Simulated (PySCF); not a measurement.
# CBr4: the cost of one run

The runs use PySCF 2.14.0; levels as typed in each script, gas phase, geometry from GFN2-xTB.

### 1 Where the work starts

SMILES `BrC(Br)(Br)Br`, 5 atoms, charge 0, spin multiplicity 1.

Bond lengths: Br1–C2 1.940 Å, C2–Br3 1.941 Å, C2–Br4 1.940 Å, C2–Br5 1.941 Å. Angles: Br1–C2–Br3 109.4°, Br1–C2–Br4 109.5°, Br1–C2–Br5 109.5°, Br3–C2–Br4 109.5°, Br3–C2–Br5 109.5°, Br4–C2–Br5 109.5°.

Geometry (Å):

```xyz
5
charge 0, multiplicity 1
Br   -1.1206   -1.2355    0.9917
C     0.0002   -0.0003    0.0000
Br   -1.1206    1.2355   -0.9917
Br    1.1206   -0.9919   -1.2352
Br    1.1206    0.9919    1.2352
```

### 2 Density, bond paths and surface potential (wB97X/def2-tzvp)

File input.py:

```python
import numpy as np
from pyscf import gto, scf, dft
from pyscf.scf import atom_ks, atom_hf
from scipy.linalg import block_diag

def solve(mol, dm0=None, hcore=None):
    mf = (dft.UKS if mol.spin else dft.RKS)(mol, xc='wb97x')
    mf.grids.level = 3
    mf = mf.density_fit(auxbasis='def2-universal-jkfit')
    mf.conv_tol, mf.max_cycle = 1e-8, 80
    if hcore is not None:
        mf.get_hcore = lambda *args: hcore
    mf.kernel(dm0)
    if not mf.converged:
        mf = mf.newton().run(mf.mo_coeff, mf.mo_occ, max_cycle=30)
    assert mf.converged, 'SCF not converged'
    return mf

mol = gto.M(atom='''
Br    -1.12060    -1.23553     0.99167
C      0.00024    -0.00031    -0.00003
Br    -1.12061     1.23554    -0.99167
Br     1.12059    -0.99190    -1.23522
Br     1.12058     0.99194     1.23522
''', basis='def2-tzvp', charge=0, spin=0, verbose=4)
mf = solve(mol)
mf.analyze()
# spherically averaged free atoms, for the promolecule
atm = atom_ks.get_atm_nrks(mol, xc='wb97x')
pro = block_diag(*[(atm[a[0]][2] * atm[a[0]][3]) @ atm[a[0]][2].T for a in mol._atom])
np.savez('result.npz', e=mf.e_tot, c=mf.mo_coeff, occ=mf.mo_occ, eps=mf.mo_energy, pro=pro, dip=mf.dip_moment(verbose=0), s2=mf.spin_square()[0])
```

The run is started by

```bash
OMP_NUM_THREADS=1 python input.py
```

**Question.** How long does this run take on 1 thread of Arm Neoverse N1, shared host, and how much memory does it need?

About 95 s, with a peak of 1 GiB.
